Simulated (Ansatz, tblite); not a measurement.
# CBP (C36H24N2): spin states and exact exchange

Is the singlet the ground state of CBP (C36H24N2)? Other spin states are computed and compared level by level.

The runs use Ansatz 0.2.0, Gaussian basis; as each input shows.

The runs, in order: triplet, at the geometry of the singlet (GFN1-xTB, GFN2-xTB, PBE0-D4/def2-SVP, PBE-D4/def2-SVP); the singlet's energies come from earlier runs.

1 further run of the same task is left out (it didn't finish).

## (1) The relaxed structure

The geometry is that of the singlet, from an earlier relaxation (PBE-D4/def2-SVP).

SMILES `c1ccc2c(c1)c1ccccc1n2-c1ccc(-c2ccc(-n3c4ccccc4c4ccccc43)cc2)cc1`, 62 atoms, charge 0, spin multiplicity 1.

Bond lengths: C1–C2 1.413 Å, C1–C6 1.400 Å, C1–H39 1.100 Å, C2–C3 1.401 Å, C2–H40 1.101 Å, C3–C4 1.405 Å, C3–H41 1.099 Å, C4–C5 1.428 Å, C4–N13 1.401 Å, C5–C6 1.407 Å, C5–C7 1.449 Å, C6–H42 1.101 Å, C7–C8 1.407 Å, C7–C12 1.428 Å, C8–C9 1.400 Å, C8–H43 1.101 Å, C9–C10 1.413 Å, C9–H44 1.100 Å and more. Angles: C2–C1–C6 120.6°, C2–C1–H39 119.5°, C6–C1–H39 119.9°, C1–C2–C3 121.5°, C1–C2–H40 119.5°, C3–C2–H40 119.1°, C2–C3–C4 117.7°, C2–C3–H41 121.0°, C4–C3–H41 121.4°, C3–C4–C5 121.6°, C3–C4–N13 129.5°, C5–C4–N13 108.9°, C4–C5–C6 119.5°, C4–C5–C7 106.8°, C6–C5–C7 133.6°, C1–C6–C5 119.1°, C1–C6–H42 120.6°, C5–C6–H42 120.2° and more.

## (2) Triplet at the fixed geometry, GFN1-xTB

Tight binding, by tblite at 300 K electronic temperature and without a spin-polarisation term:

```python
tblite.interface.Calculator('GFN1-xTB', numbers, positions, charge=0, uhf=2).singlepoint()
```

Energy -2593.9111 eV; 0.6 s.

## (3) Triplet at the fixed geometry, GFN2-xTB

Tight binding, by tblite at 300 K electronic temperature and without a spin-polarisation term:

```python
tblite.interface.Calculator('GFN2-xTB', numbers, positions, charge=0, uhf=2).singlepoint()
```

Energy -2588.2185 eV; 0.24 s.

## (4) Triplet at the fixed geometry, PBE0-D4/def2-SVP

in.yaml

```yaml
crystal:
  periodic: [false, false, false]
  atoms:
    - {symbol: C, position_ang: [-7.941956, 2.460308, 1.340187]}
    - {symbol: C, position_ang: [-6.599571, 2.783173, 1.640334]}
    - {symbol: C, position_ang: [-5.534704, 2.017168, 1.147000]}
    - {symbol: C, position_ang: [-5.846255, 0.907091, 0.344198]}
    - {symbol: C, position_ang: [-7.196461, 0.577548, 0.015532]}
    - {symbol: C, position_ang: [-8.246239, 1.363449, 0.525211]}
    - {symbol: C, position_ang: [-7.145425, -0.580380, -0.853817]}
    - {symbol: C, position_ang: [-8.128339, -1.366629, -1.482422]}
    - {symbol: C, position_ang: [-7.730730, -2.463303, -2.256445]}
    - {symbol: C, position_ang: [-6.362401, -2.785727, -2.397979]}
    - {symbol: C, position_ang: [-5.362591, -2.019424, -1.783784]}
    - {symbol: C, position_ang: [-5.765998, -0.909441, -1.022861]}
    - {symbol: N, position_ang: [-4.990016, -0.001042, -0.291593]}
    - {symbol: C, position_ang: [-3.577878, -0.000716, -0.209094]}
    - {symbol: C, position_ang: [-2.936316, 0.024620, 1.045427]}
    - {symbol: C, position_ang: [-1.540613, 0.033798, 1.121244]}
    - {symbol: C, position_ang: [-0.739199, -0.000099, -0.043234]}
    - {symbol: C, position_ang: [0.739181, 0.000208, 0.043154]}
    - {symbol: C, position_ang: [1.528034, -0.692982, -0.903745]}
    - {symbol: C, position_ang: [2.923379, -0.703066, -0.821621]}
    - {symbol: C, position_ang: [3.577875, 0.000736, 0.209090]}
    - {symbol: N, position_ang: [4.990009, 0.000972, 0.291652]}
    - {symbol: C, position_ang: [5.742484, -0.320198, 1.428632]}
    - {symbol: C, position_ang: [5.309752, -0.744910, 2.695997]}
    - {symbol: C, position_ang: [6.289499, -1.029453, 3.656834]}
    - {symbol: C, position_ang: [7.666429, -0.901915, 3.366786]}
    - {symbol: C, position_ang: [8.092756, -0.495376, 2.096805]}
    - {symbol: C, position_ang: [7.130416, -0.204070, 1.112690]}
    - {symbol: C, position_ang: [7.211448, 0.206875, -0.274304]}
    - {symbol: C, position_ang: [8.281820, 0.498611, -1.139542]}
    - {symbol: C, position_ang: [8.006279, 0.904844, -2.450622]}
    - {symbol: C, position_ang: [6.672493, 1.031935, -2.899156]}
    - {symbol: C, position_ang: [5.587539, 0.747068, -2.059032]}
    - {symbol: C, position_ang: [5.869756, 0.322460, -0.749877]}
    - {symbol: C, position_ang: [2.807489, 0.704284, 1.156504]}
    - {symbol: C, position_ang: [1.412082, 0.693661, 1.075500]}
    - {symbol: C, position_ang: [-1.399528, -0.034217, -1.293120]}
    - {symbol: C, position_ang: [-2.794569, -0.025720, -1.380358]}
    - {symbol: H, position_ang: [-8.753124, 3.081911, 1.747532]}
    - {symbol: H, position_ang: [-6.381607, 3.657443, 2.272237]}
    - {symbol: H, position_ang: [-4.493281, 2.284314, 1.374098]}
    - {symbol: H, position_ang: [-9.291030, 1.119734, 0.279481]}
    - {symbol: H, position_ang: [-9.194732, -1.123165, -1.360387]}
    - {symbol: H, position_ang: [-8.488663, -3.085317, -2.755386]}
    - {symbol: H, position_ang: [-6.071905, -3.659858, -3.000310]}
    - {symbol: H, position_ang: [-4.301686, -2.286208, -1.887830]}
    - {symbol: H, position_ang: [-3.542431, 0.010887, 1.962517]}
    - {symbol: H, position_ang: [-1.059551, 0.022464, 2.110685]}
    - {symbol: H, position_ang: [1.035718, -1.273857, -1.697925]}
    - {symbol: H, position_ang: [3.518229, -1.280497, -1.543659]}
    - {symbol: H, position_ang: [4.241553, -0.860624, 2.926343]}
    - {symbol: H, position_ang: [5.975973, -1.363104, 4.657594]}
    - {symbol: H, position_ang: [8.408103, -1.130442, 4.146526]}
    - {symbol: H, position_ang: [9.165452, -0.409417, 1.865926]}
    - {symbol: H, position_ang: [9.320329, 0.412874, -0.785257]}
    - {symbol: H, position_ang: [8.833695, 1.133711, -3.138599]}
    - {symbol: H, position_ang: [6.477605, 1.365441, -3.929693]}
    - {symbol: H, position_ang: [4.553417, 0.862385, -2.412303]}
    - {symbol: H, position_ang: [3.313945, 1.281910, 1.942934]}
    - {symbol: H, position_ang: [0.830381, 1.274358, 1.806889]}
    - {symbol: H, position_ang: [-0.806525, -0.022751, -2.219803]}
    - {symbol: H, position_ang: [-3.289785, -0.012273, -2.361787]}
basis:
  gaussian: {orbitals: def2-SVP, fitting: {mean_field: def2-universal-jkfit}}
magnetization: {spin_polarized: true, initial_magnetization: 2}
hamiltonian: {xc: pbe0, dispersion: d4}
scf: {omitted_lower_state_checks: [starts]}
output: {orbitals: {seedname: orbitals}}
```

Launch:

```
$ ansatz run in.yaml --threads 2 --pin off --events-out ev --progress --plain --max-ram 20480MiB --backend cuda --devices 0, --max-vram 18GiB
```

The log of the run:

```text
Functional definition: PBE0
  name "PBE0"
  cite "Adamo & Barone, J. Chem. Phys. 110, 6158 (1999) doi:10.1063/1.478522"
  cite "Perdew, Burke & Ernzerhof, Phys. Rev. Lett. 77, 3865 (1996) doi:10.1103/PhysRevLett.77.3865"
  parent pbe
  parameter a = 0.25
  parameter kappa = 0.804
  parameter beta = 0.06672455060314922
  exchange = (1 - a)*pbe_x(kappa = kappa, mu = beta*pi^2/3) + a*exact_x
  correlation = pbe_c(beta = beta)
these checks for a lower state are left out or cut short: starts
3286 factors; integrals over basis functions are off by at most 2.2e-1 eV
mean field evaluation 1: about -40597.1216 eV, gradient 7.0e1 eV
mean field evaluation 2: about -40585.8248 eV, gradient 8.5e1 eV
mean field evaluation 4: about -40621.0568 eV, gradient 2.0e1 eV
mean field evaluation 8: about -40624.8975 eV, gradient 2.1e0 eV
mean field evaluation 16: about -40625.0120 eV, gradient 1.3e-1 eV
mean field evaluation 32: about -40625.0122 eV, gradient 7.0e-4 eV
mean field -40625.01218565 eV, -1492.9416612004 hartree, gradient 9.7e-6 eV, S^2 2.022151; 0 other end points of the search recorded, 0 dependent functions left out
reference -40625.01226077 eV, -1492.9416639608 hartree; 128, 126 occupied and 524, 526 virtual orbitals, 3286 factors
Total energy: -40627.39352951 eV, -1493.0291739729 hartree
Checks for a lower state left out: starts
```

Wall time 16 s (1 × H100 (card shared with other runs) with 2 threads of AMD EPYC 7R13, shared host); peak host memory 1.4 GiB.

Report: HOMO -2.77 eV, LUMO -4.60 eV (over both spins; with the spin held, an empty level of the minority spin lies below the top filled one); ⟨S²⟩ 2.022 (pure: 2.00).

## (5) Triplet at the fixed geometry, PBE-D4/def2-SVP

start.molden holds the orbitals of an earlier run on this state, given as this run's starting guess.

in.yaml: that of step 4 with these lines changed.

```diff
@@ -66,5 +66,5 @@
 basis:
-  gaussian: {orbitals: def2-SVP, fitting: {mean_field: def2-universal-jkfit}}
+  gaussian: {orbitals: def2-SVP, fitting: {mean_field: def2-universal-jkfit}, initial_orbitals: start.molden}
 magnetization: {spin_polarized: true, initial_magnetization: 2}
-hamiltonian: {xc: pbe0, dispersion: d4}
+hamiltonian: {xc: pbe, dispersion: d4}
 scf: {omitted_lower_state_checks: [starts]}
```

Launched as before.

The log of the run:

```text
Functional definition: PBE
  name "PBE"
  cite "Perdew, Burke & Ernzerhof, Phys. Rev. Lett. 77, 3865 (1996) doi:10.1103/PhysRevLett.77.3865"
  parent pbe
  parameter kappa = 0.804
  parameter beta = 0.06672455060314922
  exchange = pbe_x(kappa = kappa, mu = beta*pi^2/3)
  correlation = pbe_c(beta = beta)
these checks for a lower state are left out or cut short: starts
3286 factors; integrals over basis functions are off by at most 2.2e-1 eV
mean field evaluation 1: about -40621.4371 eV, gradient 1.1e1 eV
mean field evaluation 2: about -40621.9484 eV, gradient 5.5e-1 eV
mean field evaluation 4: about -40621.9381 eV, gradient 1.2e-1 eV
mean field evaluation 8: about -40621.9388 eV, gradient 2.2e-3 eV
mean field evaluation 16: about -40621.9388 eV, gradient 8.7e-6 eV
mean field -40621.93877489 eV, -1492.8287154382 hartree, gradient 8.7e-6 eV, S^2 2.004697; 0 other end points of the search recorded, 0 dependent functions left out
reference -40621.93886664 eV, -1492.8287188098 hartree; 128, 126 occupied and 524, 526 virtual orbitals, 3286 factors
Total energy: -40624.69203486 eV, -1492.9298958760 hartree
Checks for a lower state left out: starts
```

It took 10 s on 1 × H100 (card shared with other runs) with 2 threads of AMD EPYC 7R13, shared host; peak host memory 1.4 GiB.

Report: HOMO -2.01 eV, LUMO -4.75 eV (over both spins; with the spin held, an empty level of the minority spin lies below the top filled one); ⟨S²⟩ 2.005 (pure: 2.00).

## (6) Triplet less singlet, vertical

The singlet's energies are those of its earlier runs, whose logs aren't repeated here.

| level | triplet less singlet, vertical (kJ/mol) | time |
| --- | --- | --- |
| GFN1-xTB | +259.9 | 0.79 s |
| GFN2-xTB | +267.6 | 0.4 s |
| PBE-D4/def2-SVP | +268.1 | 16 s |
| PBE0-D4/def2-SVP | +310.2 | 20 s |

Times add the two runs; a level without a time comes out of a correlated run. Tight binding without a spin term can't rank spin states.

## (7) Summary of results

| quantity | value |
| --- | --- |
| triplet less singlet, vertical, functionals in def2-SVP | +268.1 (PBE-D4) to +310.2 kJ/mol (PBE0-D4) |

What this shows: All functionals put the triplet above the singlet, over a spread of 42.1 kJ/mol. The checks for a lower triplet were left out, so another state of that spin may lie lower. These are electronic energies, without zero-point motion, entropy or surroundings.
